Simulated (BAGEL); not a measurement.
# H4SeSi (SMILES [SiH3][SeH]) at HF/cc-pVTZ (density fitting with AutoAux, property ionisation energy)

What is the vertical ionisation energy of H4SeSi at HF/cc-pVTZ (density fitting with AutoAux, property ionisation energy)? 

The calculation is run with BAGEL 1.2.2.

## 1. Starting point

The species is H4SeSi (6 atoms), typed as a singlet with charge 0. As SMILES, `[SiH3][SeH]`. Geometry: relaxed at PBE0-D4/def2-TZVP.

Bond lengths: Si1–Se2 2.279 Å, Si1–H3 1.484 Å, Si1–H4 1.483 Å, Si1–H5 1.484 Å, Se2–H6 1.469 Å. Angles: Si1–Se2–H6 93.0°, Se2–Si1–H3 111.5°, Se2–Si1–H4 104.9°, Se2–Si1–H5 111.4°, H3–Si1–H4 110.0°, H3–Si1–H5 109.1°, H4–Si1–H5 110.0°.

## 2. The energy at HF/cc-pVTZ (density fitting with AutoAux, property ionisation energy)

job.json

```json
{ "bagel" : [

{
  "title" : "molecule",
  "basis" : "cc-pvtz.json",
  "df_basis" : "cc-pvtz-autoaux.json",
  "angstrom" : true,
  "geometry" : [
    { "atom" : "Si", "xyz" : [      -0.244700,      -0.234500,      -0.474600 ] },
    { "atom" : "Se", "xyz" : [       0.898700,      -0.252100,       1.496900 ] },
    { "atom" : "H", "xyz" : [      -1.605500,       0.334200,      -0.308700 ] },
    { "atom" : "H", "xyz" : [      -0.336900,      -1.659600,      -0.873400 ] },
    { "atom" : "H", "xyz" : [       0.479900,       0.537800,      -1.514300 ] },
    { "atom" : "H", "xyz" : [       0.850600,       1.210300,       1.627900 ] }
  ]
},

{ "title" : "hf" },

{ "title" : "print", "file" : "orbitals.molden", "orbitals" : true }

]}
```

The basis set cc-pVTZ is read from a file made from the Basis Set Exchange's data (not shown).

On the command line:

```console
$ BAGEL_NUM_THREADS=1 BAGEL job.json > job.out
```

Standard output:

```text
* using 1 threads per process

  ===============================================================
  ===============================================================

  *** Geometry ***

  { "atom" : "Si", "xyz" : [     -0.462416,     -0.443141,     -0.896864 ] },
  { "atom" : "Se", "xyz" : [      1.698297,     -0.476400,      2.828731 ] },
  { "atom" : "H", "xyz" : [     -3.033955,      0.631546,     -0.583358 ] },
  { "atom" : "H", "xyz" : [     -0.636649,     -3.136189,     -1.650487 ] },
  { "atom" : "H", "xyz" : [      0.906880,      1.016295,     -2.861612 ] },
  { "atom" : "H", "xyz" : [      1.607401,      2.287136,      3.076285 ] },

  Number of auxiliary basis functions:      856

  Since a DF basis is specified, we compute 2- and 3-index integrals:
    o Being stored without compression. Storage requirement is 0.121 GB

  Number of basis functions:      133
  Number of electrons      :       52

    * METHOD: MOLECULE                             1.06

  *** RHF ***

  === Nuclear Repulsion ===
   158.9379787741

      * DIIS with orbital gradients will be used.

  === RHF iteration (cc-pvtz.json) ===
      0      -2691.13571048          0.00675409           0.35
      1      -2691.17803431          0.00223099           0.34
      2      -2691.18271342          0.00072385           0.34
      3      -2691.18323923          0.00012432           0.33
      4      -2691.18326423          0.00002542           0.34
      5      -2691.18326537          0.00000593           0.34
      6      -2691.18326541          0.00000194           0.34
      7      -2691.18326542          0.00000045           0.33
      8      -2691.18326542          0.00000012           0.33
      9      -2691.18326542          0.00000005           0.34
     10      -2691.18326542          0.00000001           0.33
     11      -2691.18326542          0.00000000           0.32
    * SCF iteration converged.

    * Permanent dipole moment:
           (    0.187603,    -0.256953,     0.286079) a.u.

    * METHOD: HF                                   4.74

    * METHOD: PRINT                                0.05

  ===============================================================
```

Wall time 6 s (1 thread of Arm Neoverse V1, shared host); peak memory 0.29 GiB.

## 3. The doublet cation: the energy at ROHF/cc-pVTZ (density fitting with AutoAux, property ionisation energy)

input.json

```json
{ "bagel": [

{
  "title": "molecule",
  "basis": "cc-pvtz.json",
  "df_basis": "cc-pvtz-autoaux.json",
  "angstrom": true,
  "geometry": [
    { "atom": "Si", "xyz": [   -0.244700,   -0.234500,   -0.474600 ] },
    { "atom": "Se", "xyz": [    0.898700,   -0.252100,    1.496900 ] },
    { "atom": "H", "xyz": [   -1.605500,    0.334200,   -0.308700 ] },
    { "atom": "H", "xyz": [   -0.336900,   -1.659600,   -0.873400 ] },
    { "atom": "H", "xyz": [    0.479900,    0.537800,   -1.514300 ] },
    { "atom": "H", "xyz": [    0.850600,    1.210300,    1.627900 ] }
  ]
},
{
  "title": "rohf",
  "charge": 1,
  "nopen": 1
},
{
  "title": "print",
  "file": "orbitals.molden",
  "orbitals": true
}

]}
```

The basis set cc-pVTZ is read from a file made from the Basis Set Exchange's data (not shown).

On the command line:

```console
$ BAGEL_NUM_THREADS=1 BAGEL input.json > input.out
```

Standard output:

```text
* using 1 threads per process

  ===============================================================
  ===============================================================

  *** Geometry ***

  { "atom" : "Si", "xyz" : [     -0.462416,     -0.443141,     -0.896864 ] },
  { "atom" : "Se", "xyz" : [      1.698297,     -0.476400,      2.828731 ] },
  { "atom" : "H", "xyz" : [     -3.033955,      0.631546,     -0.583358 ] },
  { "atom" : "H", "xyz" : [     -0.636649,     -3.136189,     -1.650487 ] },
  { "atom" : "H", "xyz" : [      0.906880,      1.016295,     -2.861612 ] },
  { "atom" : "H", "xyz" : [      1.607401,      2.287136,      3.076285 ] },

  Number of auxiliary basis functions:      856

  Since a DF basis is specified, we compute 2- and 3-index integrals:
    o Being stored without compression. Storage requirement is 0.121 GB

  Number of basis functions:      133
  Number of electrons      :       52

    * METHOD: MOLECULE                             1.04

  *** Open-shell HF ***

  === Nuclear Repulsion ===
   158.9379787741

      * DIIS with orbital gradients will be used.

  === ROHF iteration (cc-pvtz.json) ===
      0      -2690.78391457          0.01643589           0.69
      1      -2690.85676257          0.00519211           0.64
      2      -2690.86607288          0.00213287           0.68
      3      -2690.86812749          0.00080865           0.67
      4      -2690.86851386          0.00018574           0.68
      5      -2690.86855631          0.00005856           0.68
      6      -2690.86856218          0.00000843           0.66
      7      -2690.86856433          0.00000264           0.67
      8      -2690.86856443          0.00000079           0.68
      9      -2690.86856445          0.00000024           0.68
     10      -2690.86856444          0.00000016           0.68
     11      -2690.86856444          0.00000012           0.68
     12      -2690.86856444          0.00000007           0.68
     13      -2690.86856445          0.00000003           0.68
     14      -2690.86856445          0.00000001           0.68
     15      -2690.86856445          0.00000001           0.68
    * SCF iteration converged.

    * S^2 (ROHF) is 0.7500

    * Permanent dipole moment:
           (    0.052756,    -0.418375,     0.027872) a.u.

    * METHOD: ROHF                                11.51

    * METHOD: PRINT                                0.05

  ===============================================================
```

Run time: 13 s. Hardware: 1 thread of Arm Neoverse V1, shared host; peak memory 0.29 GiB.

## 4. Results

Level: HF/cc-pVTZ (density fitting with AutoAux, property ionisation energy).

```
                                          quantity           value
                   run 1, HF/cc-pVTZ: total energy  -2691.18327 Eh
                  run 1, HF/cc-pVTZ: dipole moment          1.09 D
                    run 1, HF/cc-pVTZ: HOMO energy        -9.67 eV
                    run 1, HF/cc-pVTZ: LUMO energy         2.91 eV
                  run 1, HF/cc-pVTZ: HOMO–LUMO gap        12.58 eV
                      doublet cation: total energy  -2690.86856 Eh
                              doublet cation: ⟨S²⟩           0.750
vertical ionisation energy (to the doublet cation)        8.563 eV
```

**Reading.** Removing an electron at fixed nuclei costs 8.56 eV (826 kJ/mol). −ε(HOMO) before ionisation, 9.67 eV, is 1.11 eV above this ionisation energy.
